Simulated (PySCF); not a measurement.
# Pb4 (Pb4): the cost of one run

The runs use PySCF 2.14.0; TPSS, Pb def2-SVP with ECP60; scalar-relativistic core potentials, no spin–orbit coupling.

2 further runs of the same task are left out: 2 for a known fault of the program.

## (1) The system as given

4 atoms, charge 0, spin multiplicity 1.

Bond lengths: Pb1–Pb2 3.050 Å, Pb1–Pb3 3.050 Å, Pb1–Pb4 3.050 Å, Pb2–Pb3 3.050 Å, Pb2–Pb4 3.050 Å. Angles: Pb2–Pb1–Pb3 60.0°, Pb2–Pb1–Pb4 60.0°, Pb3–Pb1–Pb4 120.0°, Pb1–Pb2–Pb3 60.0°, Pb1–Pb2–Pb4 60.0°, Pb3–Pb2–Pb4 120.0°, Pb1–Pb3–Pb2 60.0°, Pb1–Pb4–Pb2 60.0°.

Coordinates:

```mol
Pb4
  3D, bonds by distance, orders not assigned

  4  5  0  0  0  0  0  0  0  0999 V2000
    1.5250    0.0000    0.0000 Pb  0  0
   -1.5250    0.0000    0.0000 Pb  0  0
    0.0000    2.6413    0.0000 Pb  0  0
    0.0000   -2.6413    0.0000 Pb  0  0
  1  2  8  0
  1  3  8  0
  1  4  8  0
  2  3  8  0
  2  4  8  0
M  END
```

## (2) SCF at the start, singlet

run.py (the lines that set the calculation) reads:

```python
mol = gto.M(atom='''
Pb     1.52500     0.00000     0.00000
Pb    -1.52500     0.00000     0.00000
Pb     0.00000     2.64130     0.00000
Pb     0.00000    -2.64130     0.00000''',
    basis={'Pb': 'def2-SVP'},
    ecp={'Pb': 'def2-SVP'},
    charge=0, spin=0)
mf = dft.RKS(mol, xc='TPSS')
mf.grids.atom_grid = (50, 194)
mf = mf.density_fit()  # fitting sets: Pb def2-universal-JKFIT
mf.conv_tol = 1e-08; mf.max_cycle = 55
mf.kernel(dm0)  # dm0: free metal ions and neutral atoms
```

On the command line:

```sh
OMP_NUM_THREADS=4 python run.py
```

**Question.** How long does this run take on 4 threads of Arm Neoverse V1, shared host, and how much memory does it need?

About 19 s, with a peak of 0.55 GiB.
